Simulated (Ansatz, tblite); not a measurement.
# Sn3H8: a ladder of methods and basis sets

Aim: run the singlet of Sn3H8 at one geometry on many levels, and compare frontier levels, spin and run time.

Method: as each input shows; program: Ansatz 0.2.0, Gaussian basis.

Levels to be run: GFN1-xTB, GFN2-xTB, PBE-D4/def2-TZVP, r2SCAN-D4/def2-TZVP, revPBE-D4/def2-TZVP, r2SCAN0-D4/def2-TZVP, ωB97X-V/def2-TZVP, HF/def2-TZVP, BHLYP-D4/def2-TZVP, r2SCANh-D4/def2-TZVP, B97M-V/def2-TZVP, PBE-D4/def2-SVP, PBE0-D4/def2-SVP, PBE0-D4/def2-TZVPD, PBE-D4/def2-TZVPD, r2SCAN-D4/def2-TZVPD, CCSD(T)/def2-SVP, MP2/def2-TZVP, RPA/def2-TZVP.

4 further runs of the same task are left out: 2 that didn't finish, 2 set aside as unsound or not needed. Runs told in other sessions of the task aren't counted.

**1. The relaxed structure**

The geometry is that of the singlet, from an earlier relaxation (PBE0-D4/def2-SVP).

11 atoms, charge 0, spin multiplicity 1.

Bond lengths: Sn1–H2 1.714 Å, Sn1–H3 1.715 Å, Sn1–H4 1.714 Å, Sn1–Sn5 2.782 Å, Sn5–H6 1.717 Å, Sn5–H7 1.718 Å, Sn5–Sn8 2.781 Å, Sn8–H9 1.715 Å, Sn8–H10 1.714 Å, Sn8–H11 1.714 Å. Angles: H2–Sn1–H3 108.6°, H2–Sn1–H4 108.3°, H2–Sn1–Sn5 110.2°, H3–Sn1–H4 108.5°, H3–Sn1–Sn5 111.3°, H4–Sn1–Sn5 109.8°, Sn1–Sn5–H6 109.6°, Sn1–Sn5–H7 109.3°, Sn1–Sn5–Sn8 111.7°, H6–Sn5–H7 107.4°, H6–Sn5–Sn8 109.6°, H7–Sn5–Sn8 109.1°, Sn5–Sn8–H9 111.3°, Sn5–Sn8–H10 110.2°, Sn5–Sn8–H11 109.8°, H9–Sn8–H10 108.6°, H9–Sn8–H11 108.6°, H10–Sn8–H11 108.3°.

Sn takes a core potential in the def2 sets. No spin-orbit coupling is included.

PBE0-D4/def2-TZVP was run before; its log isn't repeated, and its numbers join the tables.

**2. GFN1-xTB**

Tight binding, by tblite at 300 K electronic temperature and without a spin-polarisation term:

```python
tblite.interface.Calculator('GFN1-xTB', numbers, positions, charge=0, uhf=0).singlepoint()
```

Energy -321.1668 eV, HOMO -11.14 eV, LUMO -6.65 eV; 0.005 s.

**3. GFN2-xTB**

Tight binding, by tblite at 300 K electronic temperature and without a spin-polarisation term:

```python
tblite.interface.Calculator('GFN2-xTB', numbers, positions, charge=0, uhf=0).singlepoint()
```

Energy -281.8499 eV, HOMO -10.97 eV, LUMO -7.35 eV; 0.004 s.

**4. PBE-D4/def2-TZVP**

start.molden holds the orbitals of an earlier run on this state, given as this run's starting guess.

The input, in.yaml:

```yaml
crystal:
  periodic: [false, false, false]
  atoms:
    - {symbol: Sn, position_ang: [-1.658263, 0.340464, -1.617030]}
    - {symbol: H, position_ang: [-1.017249, -0.515176, -2.957175]}
    - {symbol: H, position_ang: [-3.365846, 0.180738, -1.631750]}
    - {symbol: H, position_ang: [-1.265209, 1.999238, -1.798650]}
    - {symbol: Sn, position_ang: [-0.573964, -0.631257, 0.753275]}
    - {symbol: H, position_ang: [-0.693999, -2.344131, 0.780875]}
    - {symbol: H, position_ang: [-1.483699, -0.030526, 2.080462]}
    - {symbol: Sn, position_ang: [2.086108, 0.122862, 1.054872]}
    - {symbol: H, position_ang: [2.744102, -0.481940, 2.518773]}
    - {symbol: H, position_ang: [3.022039, -0.473066, -0.251809]}
    - {symbol: H, position_ang: [2.205990, 1.832802, 1.068146]}
basis:
  gaussian: {orbitals: def2-TZVP, initial_orbitals: start.molden}
hamiltonian: {xc: pbe, dispersion: d4}
scf: {omitted_lower_state_checks: [starts]}
output: {orbitals: {seedname: orbitals}}
```

Command:

```console
> ansatz run in.yaml --threads 4 --pin off --events-out ev --progress --plain --max-ram 3916MiB
```

Further steps of the session: r2SCAN-D4/def2-TZVP; revPBE-D4/def2-TZVP; r2SCAN0-D4/def2-TZVP; ωB97X-V/def2-TZVP; HF/def2-TZVP; BHLYP-D4/def2-TZVP; r2SCANh-D4/def2-TZVP; B97M-V/def2-TZVP; PBE-D4/def2-SVP; PBE0-D4/def2-SVP; PBE0-D4/def2-TZVPD; PBE-D4/def2-TZVPD; r2SCAN-D4/def2-TZVPD; CCSD(T)/def2-SVP; MP2/def2-TZVP; RPA/def2-TZVP.

Q: Predict the results of all the runs planned. Wanted: gap in def2-TZVP, named functionals and Hartree-Fock, smallest and largest; correlation energy, CCSD(T)/def2-SVP; correlation energy, MP2/def2-TZVP; binding an atom, CCSD(T)/def2-SVP; PBE0 total energy, smallest basis above largest.

The runs gave:

```
                                                                  quantity                            value
gap in def2-TZVP, named functionals and Hartree-Fock, smallest and largest  4.63 eV (PBE-D4), 11.11 eV (HF)
                                      correlation energy, CCSD(T)/def2-SVP                        -11.80 eV
                                         correlation energy, MP2/def2-TZVP                        -26.73 eV
                                         binding an atom, CCSD(T)/def2-SVP                         2.159 eV
                           PBE0 total energy, smallest basis above largest   0.73 eV (def2-SVP, def2-TZVPD)
```

Orbital gaps of the named functionals and Hartree-Fock in def2-TZVP span 4.63 eV (PBE-D4) to 11.11 eV (HF); exact exchange widens it. The functionals in def2-TZVP miss CCSD(T)/def2-SVP by +0.054 (revPBE-D4) to +0.231 eV (B97M-V) an atom. The yardstick is in a double-zeta basis, so levels in larger sets aren't compared like for like. CCSD(T)/def2-SVP isn't at the basis-set limit; small misses against it rank nothing.
